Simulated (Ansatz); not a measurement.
# C2H7InSi: up Jacob's ladder to CCSD(T)

An exercise on one series of results from a longer session: the logs are not shown, and one member is left open.

Method: functionals in def2-TZVPP, the program's frozen cores in correlated methods; program: Ansatz 0.2.0, Gaussian basis.

Plan: LDA (SPW92), PBE-D4, revPBE-D4, BLYP-D4, r2SCAN-D4, B97M-V, PBE0-D4, B3LYP-D4, r2SCANh-D4, r2SCAN0-D4, HSE06-D4, BHLYP-D4, CAM-B3LYP-D4, LC-ωPBE, ωB97X-V, ωB97M-V, B2PLYP, PBE-QIDH; CCSD(T)/def2-SVP; CCSD(T)/def2-TZVPP; MP2/def2-QZVPP; extrapolation to the limit; RPA on PBE.

## The relaxed structure

All runs share one geometry, relaxed beforehand with PBE0-D4 in a triple-zeta def2 set. In takes the def2 core potential; no spin-orbit term is included.

11 atoms, charge 0, spin multiplicity 1.

Atoms are counted from 1 here; the program's logs count them from 0.

Bond lengths: C1–Si2 1.876 Å, C1–H5 1.093 Å, C1–H6 1.093 Å, C1–H7 1.093 Å, Si2–C3 1.848 Å, Si2–H8 1.498 Å, Si2–H11 1.498 Å, C3–In4 2.257 Å, C3–H9 1.098 Å, C3–H10 1.097 Å. Angles: Si2–C1–H5 111.2°, Si2–C1–H6 110.6°, Si2–C1–H7 110.6°, H5–C1–H6 108.2°, H5–C1–H7 108.2°, H6–C1–H7 107.9°, C1–Si2–C3 116.4°, C1–Si2–H8 108.1°, C1–Si2–H11 108.1°, C3–Si2–H8 109.0°, C3–Si2–H11 109.0°, H8–Si2–H11 105.7°, Si2–C3–In4 112.6°, Si2–C3–H9 110.9°, Si2–C3–H10 110.9°, In4–C3–H9 107.1°, In4–C3–H10 107.2°, H9–C3–H10 107.7°.

As a file:

```xyz
11
C2H7InSi
C    -0.80244    1.49112    0.22690
Si   -0.37059   -0.21241   -0.42965
C     1.11795   -1.02243    0.30681
In    1.51446   -3.06725   -0.56332
H    -1.69361    1.89020   -0.26460
H    -0.99461    1.45174    1.30210
H     0.02166    2.18890    0.05814
H    -0.18534   -0.10752   -1.91240
H     0.99912   -1.14938    1.39049
H     2.01765   -0.41709    0.13776
H    -1.55887   -1.10288   -0.23144
```

The first run:

in.yaml reads:

```yaml
crystal:
  periodic: [false, false, false]
  atoms:
    - {symbol: C, position_ang: [-0.802443, 1.491116, 0.226901]}
    - {symbol: Si, position_ang: [-0.370586, -0.212407, -0.429647]}
    - {symbol: C, position_ang: [1.117950, -1.022426, 0.306811]}
    - {symbol: In, position_ang: [1.514465, -3.067248, -0.563320]}
    - {symbol: H, position_ang: [-1.693606, 1.890201, -0.264595]}
    - {symbol: H, position_ang: [-0.994606, 1.451736, 1.302101]}
    - {symbol: H, position_ang: [0.021661, 2.188896, 0.058140]}
    - {symbol: H, position_ang: [-0.185337, -0.107521, -1.912398]}
    - {symbol: H, position_ang: [0.999121, -1.149377, 1.390491]}
    - {symbol: H, position_ang: [2.017651, -0.417088, 0.137757]}
    - {symbol: H, position_ang: [-1.558870, -1.102882, -0.231441]}
basis:
  gaussian: {orbitals: def2-TZVPP}
hamiltonian: {xc: lda}
output: {orbitals: {seedname: orbitals}}
```

Among the steps run: LDA; PBE-D4 (GGA); revPBE-D4 (GGA); BLYP-D4 (GGA); r2SCAN-D4 (meta-GGA); B97M-V (meta-GGA); PBE0-D4 (hybrid); B3LYP-D4 (hybrid); r2SCANh-D4 (hybrid); r2SCAN0-D4 (hybrid); HSE06-D4 (hybrid); BHLYP-D4 (hybrid); CAM-B3LYP-D4 (range-separated); LC-ωPBE (range-separated); ωB97X-V (range-separated); ωB97M-V (range-separated); B2PLYP (double hybrid); PBE-QIDH (double hybrid).

One of the session's tables, all rows but one given; the rest of the session is left out.

It belongs to the step «Orbital energies across the functionals». 

| functional | HOMO (eV) | LUMO (eV) | gap (eV) |
| --- | --- | --- | --- |
| LDA (SPW92) | -4.85 | -2.48 | 2.36 |
| PBE-D4 | -4.66 | -2.24 | 2.42 |
| revPBE-D4 | -4.59 | -2.14 | 2.45 |
| BLYP-D4 | -4.53 | -2.21 | 2.31 |
| r2SCAN-D4 | -4.86 | -2.05 | 2.81 |
| B97M-V | -4.80 | -2.27 | 2.53 |
| PBE0-D4 | -5.57 | -1.56 | 4.00 |
| B3LYP-D4 | -5.41 | -1.82 | 3.59 |
| r2SCANh-D4 | ? | ? | ? |
| r2SCAN0-D4 | -5.72 | -1.46 | 4.25 |
| HSE06-D4 | -5.18 | -1.92 | 3.27 |
| BHLYP-D4 | -6.36 | -0.95 | 5.41 |
| CAM-B3LYP-D4 | -6.74 | -0.78 | 5.96 |
| LC-ωPBE | -7.88 | 0.25 | 8.13 |
| ωB97X-V | -7.61 | 0.13 | 7.74 |
| ωB97M-V | -7.56 | -0.12 | 7.44 |

**Question.** Estimate the row for r2SCANh-D4.

Worked estimate for «HOMO (eV)». Against the share of exact exchange, r2SCAN-D4 (0, -4.86), r2SCAN0-D4 (0.25, -5.72) give a slope of -3.44 per unit share; at 0.1 the line stands at -5.20.

**Answer.** HOMO (eV): -5.20; LUMO (eV): -1.81; gap (eV): 3.39. In «HOMO (eV)» the line misses by 0.00.
